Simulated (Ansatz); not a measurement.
**C₃H₉BO: one species, many methods**

Aim: compute C₃H₉BO with functionals from several rungs and with coupled cluster. The yardstick is the atomisation energy at the CCSD(T) limit.

Program: Ansatz 0.2.0, Gaussian basis. Level of theory: functionals in def2-TZVPP, the program's frozen cores in correlated methods. These are calculated values, not measurements.

Plan: PBE-D4, r2SCAN-D4, PBE0-D4, B3LYP-D4, ωB97X-V, ωB97M-V, B2PLYP; CCSD(T)/def2-TZVPP; MP2/def2-QZVPP; extrapolation to the limit.

**1. The relaxed structure**

An earlier PBE0-D4 in a triple-zeta def2 set relaxation fixed the geometry.

SMILES `BC(C)CO`, 14 atoms, charge 0, spin multiplicity 1.

Atoms are counted from 1 here; the program's logs count them from 0.

Bond lengths: B1–C2 1.622 Å, B1–H6 1.203 Å, B1–H7 1.205 Å, C2–C3 1.516 Å, C2–C4 1.513 Å, C2–H8 1.095 Å, C3–H9 1.095 Å, C3–H10 1.094 Å, C3–H11 1.093 Å, C4–O5 1.478 Å, C4–H12 1.091 Å, C4–H13 1.093 Å, O5–H14 0.963 Å. Angles: C2–B1–H6 116.6°, C2–B1–H7 120.9°, H6–B1–H7 116.5°, B1–C2–C3 119.1°, B1–C2–C4 88.3°, B1–C2–H8 112.3°, C3–C2–C4 115.5°, C3–C2–H8 109.9°, C4–C2–H8 110.1°, C2–C3–H9 112.8°, C2–C3–H10 110.7°, C2–C3–H11 110.7°, H9–C3–H10 108.0°, H9–C3–H11 107.2°, H10–C3–H11 107.2°, C2–C4–O5 99.3°, C2–C4–H12 113.1°, C2–C4–H13 119.0° and more.

As a file:

```
atom    x (Å)    y (Å)    z (Å)
  B1  -1.1852   0.1832   0.6720
  C2   0.2200   0.4899  -0.0780
  C3   1.5094   0.4154   0.7149
  C4  -0.0575  -0.6901  -0.9840
  O5  -1.4912  -0.8891  -0.6863
  H6  -1.1409  -0.5629   1.6153
  H7  -2.0785   0.9920   0.6674
  H8   0.1893   1.4212  -0.6537
  H9   2.4009   0.4541   0.0795
 H10   1.5508  -0.5077   1.3004
 H11   1.5779   1.2477   1.4195
 H12   0.4292  -1.6079  -0.6521
 H13   0.0830  -0.5756  -2.0617
 H14  -2.0200  -0.3994  -1.3242
```

**2. PBE-D4 (GGA)**

The input, in.yaml:

```yaml
crystal:
  periodic: [false, false, false]
  atoms:
    - {symbol: B, position_ang: [-1.185152, 0.183191, 0.672027]}
    - {symbol: C, position_ang: [0.219989, 0.489935, -0.077972]}
    - {symbol: C, position_ang: [1.509418, 0.415384, 0.714859]}
    - {symbol: C, position_ang: [-0.057468, -0.690074, -0.984007]}
    - {symbol: O, position_ang: [-1.491159, -0.889103, -0.686298]}
    - {symbol: H, position_ang: [-1.140886, -0.562895, 1.615297]}
    - {symbol: H, position_ang: [-2.078485, 0.991969, 0.667410]}
    - {symbol: H, position_ang: [0.189298, 1.421173, -0.653737]}
    - {symbol: H, position_ang: [2.400861, 0.454142, 0.079459]}
    - {symbol: H, position_ang: [1.550807, -0.507746, 1.300408]}
    - {symbol: H, position_ang: [1.577891, 1.247672, 1.419456]}
    - {symbol: H, position_ang: [0.429157, -1.607950, -0.652096]}
    - {symbol: H, position_ang: [0.082961, -0.575593, -2.061675]}
    - {symbol: H, position_ang: [-2.020032, -0.399403, -1.324231]}
basis:
  gaussian: {orbitals: def2-TZVPP}
hamiltonian: {xc: pbe, dispersion: d4}
output: {forces: true, orbitals: {seedname: orbitals}}
```

Launch:

```sh
> ansatz run in.yaml --threads 4 --pin off --events-out ev --progress --plain --max-ram 10444MiB
```

Further steps of the session: r2SCAN-D4 (meta-GGA); PBE0-D4 (hybrid); B3LYP-D4 (hybrid); ωB97X-V (range-separated); ωB97M-V (range-separated); B2PLYP (double hybrid); CCSD(T) in def2-TZVPP; MP2 in def2-QZVPP.

**Question.** What will the summary of the whole plan be? Wanted: atomisation energy, CCSD(T)/CBS; farthest; mean size of error, hybrid; mean size of error, range-separated; gap, smallest and largest; T1 diagnostic; triples share of the correlation energy.

The runs gave:

| quantity | value |
| --- | --- |
| atomisation energy, CCSD(T)/CBS | 5327.2 kJ/mol |
| functionals within 26.6 kJ/mol (0.5 %) | r2SCAN-D4, B3LYP-D4, ωB97X-V |
| farthest | PBE-D4 (+109.4 kJ/mol) |
| mean size of error, hybrid | 22.5 kJ/mol |
| mean size of error, range-separated | 22.6 kJ/mol |
| gap, smallest and largest | 5.40 eV (PBE-D4), 12.04 eV (ωB97X-V) |
| T1 diagnostic | 0.0102 |
| triples share of the correlation energy | 3.7 % |

In words: PBE-D4 misses by +109.4 kJ/mol. Double hybrids carry the basis error of their MP2 part in triple zeta, and no dispersion term here, so their miss is partly the set-up's. The reference freezes the cores and leaves out relativity and excitations past (T), so misses under about 26.6 kJ/mol can't be ranked. Hartree-Fock recovers 75 % of the binding; the rest is correlation. The gap grows from 5.4 to 12.0 eV across the functionals, mostly with the share of exact exchange.
